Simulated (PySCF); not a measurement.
# C5H10Cl2 (1,1-dichloropentane): the cost of one run

Computed with PySCF 2.14.0 and routines of our own; the level stands in each step. Atoms count from 0.

## Step 1: The starting structure

17 atoms, charge 0, multiplicity 1; geometry from: GFN2-xTB.

## Step 2: Relaxing the molecule at PBE0-D3(BJ)/def2-SVP

Job settings and geometry (Å):

```
{"job": {"xc": "PBE0", "basis": "def2-SVP", "d3": "d3bj", "grid": 2, "kind": "geom"}, "charge": 0, "multiplicity": 1}
C     -2.557517     0.269958     0.263449
C     -1.314680    -0.327494    -0.384528
C     -0.034637     0.190896     0.267829
C      1.207083    -0.410650    -0.390020
C      2.487675     0.058997     0.271315
Cl     3.895845    -0.771713    -0.441174
Cl     2.704251     1.814244     0.079459
H     -3.456200    -0.109100    -0.216437
H     -2.598696     0.013705     1.319550
H     -2.551241     1.353823     0.173546
H     -1.348882    -1.415970    -0.300300
H     -1.304048    -0.077054    -1.447331
H     -0.000266     1.278027     0.182858
H     -0.040983    -0.061628     1.330467
H      1.171495    -1.499981    -0.314327
H      1.230576    -0.145588    -1.448611
H      2.503227    -0.148442     1.343268
```

Started as:

```sh
$ OMP_NUM_THREADS=1 python excited_run.py task.json out
```

The driver reads the jobs from task.json and runs them one after another.

Q: Estimate the wall time and peak memory of this first job on 1 thread of Arm Neoverse V1, shared host.

About 42 s, with a peak of 0.75 GiB.
